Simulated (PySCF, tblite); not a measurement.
**C₉H₁₅F: infrared bands and NMR shifts**

What infrared bands and NMR shifts should C₉H₁₅F (`CC[C@@H]1C[C@@]2(C)[C@@H](F)C[C@@H]12`) show?

The runs use tblite 0.8.0 and PySCF 2.14.0, with density-fitted response routines of our own; the level of theory stands in each step. All values are computed, except where a source is named. Atoms count from 0, in the outputs and in this text.

## 1. Starting geometry

25 atoms, charge 0, multiplicity 1; geometry from: GFN2-xTB.

Bonds of the start (Å): C0–C1 1.52, C1–C2 1.52, C2–C3 1.54, C3–C4 1.54, C4–C5 1.51, C4–C6 1.54, C6–F7 1.38, C6–C8 1.53, C8–C9 1.54, C9–C2 1.54, C9–C4 1.55, C0–H10 1.09, C0–H11 1.09, C0–H12 1.09, C1–H13 1.09, C1–H14 1.09, C2–H15 1.09, C3–H16 1.09, C3–H17 1.09, C5–H18 1.09, C5–H19 1.09, C5–H20 1.09, C6–H21 1.09, C8–H22 1.09, C8–H23 1.09, C9–H24 1.09.

## 2. Harmonic vibrations with GFN2-xTB

Job settings and geometry (Å):

```
{"job": {"kind": "ir", "xc": "GFN2-xTB", "basis": "xTB"}, "charge": 0, "multiplicity": 1}
C      3.020195    -0.180433     1.026521
C      1.993458    -0.610458    -0.014558
C      0.853869     0.393430    -0.129675
C     -0.166299     0.352899     1.027431
C     -1.254829    -0.158301     0.065539
C     -1.960363    -1.443799     0.425925
C     -2.110765     0.965753    -0.546785
F     -2.319084     2.064564     0.253117
C     -1.076292     1.161440    -1.663703
C     -0.256976    -0.016739    -1.111616
H      2.547873    -0.047315     1.996908
H      3.479365     0.762684     0.738633
H      3.804282    -0.927468     1.123941
H      2.481670    -0.704894    -0.988115
H      1.587099    -1.589200     0.250360
H      1.267358     1.385072    -0.326606
H      0.081762    -0.359725     1.811107
H     -0.388871     1.315644     1.481395
H     -1.234907    -2.214817     0.676356
H     -2.611050    -1.286407     1.284533
H     -2.564467    -1.796926    -0.408139
H     -3.100905     0.644756    -0.884046
H     -1.474635     1.018367    -2.665402
H     -0.569710     2.122971    -1.612157
H     -0.038711    -0.826951    -1.801831
```

**Question.** This job is followed by: GIAO PBE0/pcSseg-1 NMR shielding, non-relativistic, gas phase. Predict these results of the whole session: strongest single infrared mode (GFN2-xTB); zero-point energy (GFN2-xTB); 13C shifts against TMS (PBE0/pcSseg-1); 1H shifts against TMS (PBE0/pcSseg-1, means over atoms taken as alike); 19F shifts against CFCl3 (PBE0/pcSseg-1).

**Answer**, as computed:

| quantity | value |
| --- | --- |
| strongest single infrared mode (GFN2-xTB) | 3034 cm⁻¹, 84 km/mol |
| zero-point energy (GFN2-xTB) | 137.8 kcal/mol |
| 13C shifts against TMS (PBE0/pcSseg-1) | 93.5, 43.8, 43.1, 36.0, 35.7, 34.9, 29.5, 26.2, 13.0 ppm |
| 1H shifts against TMS (PBE0/pcSseg-1, means over atoms taken as alike) | 4.82, 2.95, 2.72, 2.01, 1.62, 1.56, 1.43, 1.23, 1.21, 1.13, 0.94 ppm |
| 19F shifts against CFCl3 (PBE0/pcSseg-1) | -203.0 ppm |

**Reading.** No mode is imaginary among the 69: a minimum at this level. GFN2-xTB is a fitted tight-binding method: band positions and strengths are rough. Its intensities can rank the bands wrongly. C6 (sp3 CH bonded to F) lies farthest downfield among carbon, at 93.5 ppm; pulled downfield by the heteroatom. The most deshielded hydrogen is H21 (hydrogen on an sp3 CH bonded to F), at 4.82 ppm: its carbon carries F, which withdraws density.
